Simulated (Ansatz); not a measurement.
**H₆InO₃P: basis-set convergence**

How large a basis does H₆InO₃P need? Two functionals are run in growing sets.

Computed with Ansatz 0.2.0, Gaussian basis. Level: one geometry, several basis sets.

Plan: PBE0-D4/def2-SVP; ωB97M-V/def2-SVP; PBE0-D4/def2-QZVPP; ωB97M-V/def2-QZVPP; the functionals' def2-TZVPP values are taken from earlier runs.

## 1. The relaxed structure

The geometry comes from an earlier relaxation with PBE0-D4 in a triple-zeta def2 set; it is a stationary point, not always the lowest conformer. In takes the def2 core potential; no spin-orbit term is included.

11 atoms, charge 0, spin multiplicity 1.

Atoms are counted from 1 here; the program's logs count them from 0.

Bond lengths: O1–In2 1.996 Å, O1–H6 0.960 Å, In2–O3 1.996 Å, In2–O4 1.996 Å, In2–P5 2.771 Å, O3–H7 0.960 Å, O4–H8 0.960 Å, P5–H9 1.410 Å, P5–H10 1.409 Å, P5–H11 1.409 Å. Angles: In2–O1–H6 111.8°, O1–In2–O3 118.9°, O1–In2–O4 118.8°, O1–In2–P5 96.3°, O3–In2–O4 118.8°, O3–In2–P5 96.3°, O4–In2–P5 96.2°, In2–O3–H7 111.7°, In2–O4–H8 111.8°, In2–P5–H9 119.0°, In2–P5–H10 119.0°, In2–P5–H11 119.0°, H9–P5–H10 98.5°, H9–P5–H11 98.5°, H10–P5–H11 98.5°.

As a file:

| atom | x (Å) | y (Å) | z (Å) |
| --- | --- | --- | --- |
| O1 | -1.74384 | 0.49935 | 1.43925 |
| In2 | -0.11061 | -0.48601 | 0.85279 |
| O3 | 1.65365 | 0.02158 | 1.63578 |
| O4 | -0.31775 | -2.30071 | 0.04863 |
| P5 | 0.21698 | 0.86868 | -1.54194 |
| H6 | -1.56136 | 1.08282 | 2.17938 |
| H7 | 2.25262 | -0.72749 | 1.67793 |
| H8 | -1.21782 | -2.62523 | 0.12637 |
| H9 | 0.50302 | 2.24857 | -1.51213 |
| H10 | 1.24012 | 0.46387 | -2.42258 |
| H11 | -0.84972 | 0.89767 | -2.46279 |

## 2. PBE0-D4 in def2-SVP

The input, in.yaml:

```yaml
crystal:
  periodic: [false, false, false]
  atoms:
    - {symbol: O, position_ang: [-1.743838, 0.499346, 1.439252]}
    - {symbol: In, position_ang: [-0.110609, -0.486014, 0.852794]}
    - {symbol: O, position_ang: [1.653652, 0.021584, 1.635777]}
    - {symbol: O, position_ang: [-0.317747, -2.300714, 0.048633]}
    - {symbol: P, position_ang: [0.216978, 0.868684, -1.541937]}
    - {symbol: H, position_ang: [-1.561357, 1.082819, 2.179383]}
    - {symbol: H, position_ang: [2.252622, -0.727487, 1.677932]}
    - {symbol: H, position_ang: [-1.217824, -2.625228, 0.126375]}
    - {symbol: H, position_ang: [0.503020, 2.248574, -1.512132]}
    - {symbol: H, position_ang: [1.240121, 0.463872, -2.422584]}
    - {symbol: H, position_ang: [-0.849719, 0.897666, -2.462795]}
basis:
  gaussian: {orbitals: def2-SVP}
hamiltonian: {xc: pbe0, dispersion: d4}
output: {orbitals: {seedname: orbitals}}
```

Started as:

```
> ansatz run in.yaml --threads 4 --pin off --events-out ev --progress --plain --max-ram 11315MiB
```

The runs that follow: ωB97M-V in def2-SVP; PBE0-D4 in def2-QZVPP; ωB97M-V in def2-QZVPP.

Before running them: what should the planned runs give, taken together? Wanted: PBE0-D4: double and triple zeta above quadruple; ωB97M-V: double and triple zeta above quadruple.

As calculated:

```
                                       quantity           value
PBE0-D4: double and triple zeta above quadruple  12.46, 0.75 eV
ωB97M-V: double and triple zeta above quadruple  12.66, 0.72 eV
```

**Reading.** PBE0-D4 gains 11.71 eV from double to triple zeta, then 0.75 eV more. Total energies overstate the basis error of differences, where much of it tends to cancel. The LUMO of ωB97M-V is positive and keeps falling with the basis (1.32 to 0.43 eV): an unbound level that the basis holds in place.
